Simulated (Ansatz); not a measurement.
**C2H9AlSi (SMILES C[SiH](C)[AlH2]): B3LYP/6-31G(d) (Cartesian functions)**

Aim: the vertical ionisation energy of C2H9AlSi at B3LYP/6-31G* (Cartesian functions), from 2 runs. 

Program for the calculation: Ansatz 0.2.0.

45 further runs of the same task are left out: 45 set aside as unsound or not needed. Runs told in other sessions of the task aren't counted.

**1. The molecule**

C2H9AlSi: 13 atoms, total charge 0, spin state singlet. SMILES: `C[SiH](C)[AlH2]`. Geometry: relaxed at PBE0-D4/def2-TZVP.

Bond lengths: C1–Si2 1.884 Å, Si2–C3 1.884 Å, Si2–Al4 2.463 Å, C1–H5 1.092 Å, C1–H6 1.093 Å, C1–H7 1.093 Å, Si2–H8 1.501 Å, C3–H9 1.093 Å, C3–H10 1.093 Å, C3–H11 1.092 Å, Al4–H12 1.594 Å, Al4–H13 1.594 Å. Some angles: C1–Si2–C3 110.0°, C1–Si2–Al4 112.9°, C3–Si2–Al4 112.9°, C1–Si2–H8 107.4°, C3–Si2–H8 107.4°, Al4–Si2–H8 105.9°, Si2–C1–H5 111.2°, Si2–C1–H6 111.1°, Si2–C1–H7 110.7°, Si2–C3–H9 110.7°.

**2. The energy at B3LYP/6-31G(d) (Cartesian functions)**

Input file input.yaml:

```yaml
crystal:
  periodic: [false, false, false]
  atoms:
    - symbol: C
      position_ang: [-0.866600, 1.411600, -0.714500]
    - symbol: Si
      position_ang: [-0.138800, -0.288000, -0.351000]
    - symbol: C
      position_ang: [1.742200, -0.215000, -0.436200]
    - symbol: Al
      position_ang: [-0.964000, -1.250200, 1.760500]
    - symbol: H
      position_ang: [-1.958500, 1.381800, -0.711700]
    - symbol: H
      position_ang: [-0.550700, 2.142800, 0.033900]
    - symbol: H
      position_ang: [-0.539400, 1.770100, -1.694100]
    - symbol: H
      position_ang: [-0.602000, -1.216600, -1.435400]
    - symbol: H
      position_ang: [2.070400, 0.143000, -1.415700]
    - symbol: H
      position_ang: [2.144200, 0.462300, 0.321500]
    - symbol: H
      position_ang: [2.182900, -1.200600, -0.270400]
    - symbol: H
      position_ang: [-0.100900, -2.306700, 2.585400]
    - symbol: H
      position_ang: [-2.398600, -0.869500, 2.342400]
basis:
  gaussian: {orbitals: "6-31G*"}
hamiltonian: {xc: {name: B3LYP}}
accuracy: high
output: {orbitals: {seedname: orbitals}}
```

Launch:

```bash
$ ansatz run input.yaml --threads 1 --pin off --max-ram 2610MiB --events-out events.jsonl --progress --plain --runs-dir runs
```

The program printed:

```text
Warning: RAYON_NUM_THREADS=1 ignored (pool sized by the plan → 1); use --threads N
Functional definition: B3LYP
  name "B3LYP"
  parameter a0 = 0.2
  parameter ax = 0.72
  parameter ac = 0.81
  exchange = (1 - a0 - ax)*slater_x + ax*b88_x + a0*exact_x
  correlation = (1 - ac)*vwn_rpa_c + ac*lyp_c
2041 factors; integrals over basis functions are off by at most 4.0e-9 eV
mean field evaluation 1: about -16687.4862 eV, gradient 5.8e1 eV
mean field evaluation 2: about -16683.0024 eV, gradient 6.8e1 eV
mean field evaluation 4: about -16695.5146 eV, gradient 1.1e0 eV
mean field evaluation 8: about -16695.6882 eV, gradient 2.1e-2 eV
mean field evaluation 16: about -16695.6882 eV, gradient 4.0e-6 eV
mean field -16695.68824354 eV, -613.5552262063 hartree, gradient 6.4e-8 eV, S^2 0.000000; 0 other end points of the search recorded, 0 dependent functions left out
reference -16695.68829192 eV, -613.5552279840 hartree; 24, 24 occupied and 62, 62 virtual orbitals, 2041 factors
Total energy: -16695.68829192 eV, -613.5552279840 hartree
```

Wall time 11 s (1 thread of Intel Xeon Platinum 8259CL at 2.50GHz (Skylake/Cascade Lake), shared host); peak memory 0.34 GiB.

**3. The doublet cation at the same level**

Input file run.yaml:

```yaml
basis:
  gaussian:
    orbitals: "6-31G*"
crystal:
  periodic: [false, false, false]
  atoms:
    - symbol: C
      position_ang: [-0.866600, 1.411600, -0.714500]
    - symbol: Si
      position_ang: [-0.138800, -0.288000, -0.351000]
    - symbol: C
      position_ang: [1.742200, -0.215000, -0.436200]
    - symbol: Al
      position_ang: [-0.964000, -1.250200, 1.760500]
    - symbol: H
      position_ang: [-1.958500, 1.381800, -0.711700]
    - symbol: H
      position_ang: [-0.550700, 2.142800, 0.033900]
    - symbol: H
      position_ang: [-0.539400, 1.770100, -1.694100]
    - symbol: H
      position_ang: [-0.602000, -1.216600, -1.435400]
    - symbol: H
      position_ang: [2.070400, 0.143000, -1.415700]
    - symbol: H
      position_ang: [2.144200, 0.462300, 0.321500]
    - symbol: H
      position_ang: [2.182900, -1.200600, -0.270400]
    - symbol: H
      position_ang: [-0.100900, -2.306700, 2.585400]
    - symbol: H
      position_ang: [-2.398600, -0.869500, 2.342400]
total_charge: 1
magnetization:
  spin_polarized: true
  initial_magnetization: 1
hamiltonian:
  xc: {name: B3LYP}
accuracy: high
output: {orbitals: {seedname: orbitals}}
```

Launch:

```bash
$ ansatz run run.yaml --threads 1 --pin off --max-ram 2610MiB --events-out events.jsonl --progress --plain --runs-dir runs
```

The program printed (excerpt; [...] marks lines left out):

```text
Warning: RAYON_NUM_THREADS=1 ignored (pool sized by the plan → 1); use --threads N
[... 7 set-up lines as earlier in the session ...]
2041 factors; integrals over basis functions are off by at most 4.0e-9 eV
mean field evaluation 1: about -16672.5756 eV, gradient 5.4e1 eV
mean field evaluation 2: about -16650.8348 eV, gradient 7.3e1 eV
mean field evaluation 4: about -16686.6040 eV, gradient 2.4e0 eV
mean field evaluation 8: about -16686.8284 eV, gradient 2.0e-1 eV
mean field evaluation 16: about -16686.8290 eV, gradient 8.4e-4 eV
mean field evaluation 32: about -16686.8290 eV, gradient 1.2e-7 eV
mean field -16686.82902720 eV, -613.2296560106 hartree, gradient 4.6e-8 eV, S^2 0.753194; 2 other end points of the search recorded, 0 dependent functions left out
reference -16686.82907475 eV, -613.2296577580 hartree; 24, 23 occupied and 62, 63 virtual orbitals, 2041 factors
Total energy: -16686.82907475 eV, -613.2296577580 hartree
```

It took 23 s on 1 thread of Intel Xeon Platinum 8259CL at 2.50GHz (Skylake/Cascade Lake), shared host; peak memory 0.49 GiB.

**4. Results**

Level: B3LYP/6-31G* (Cartesian functions).

| quantity | value |
| --- | --- |
| singlet C2H9AlSi: total energy | -613.55523 Eh |
| singlet C2H9AlSi: HOMO energy | -6.69 eV |
| singlet C2H9AlSi: LUMO energy | -1.95 eV |
| singlet C2H9AlSi: HOMO–LUMO gap | 4.74 eV |
| doublet cation: total energy | -613.22966 Eh |
| doublet cation: HOMO energy (highest over α and β) | -13.27 eV |
| doublet cation: LUMO energy (lowest over α and β) | -10.98 eV |
| doublet cation: ⟨S²⟩ | 0.753 |
| vertical ionisation energy (to the doublet cation) | 8.859 eV |

Removing an electron at fixed nuclei costs 8.86 eV (204 kcal/mol). The negative HOMO energy of the first species, 6.69 eV, lies 2.17 eV below that difference.
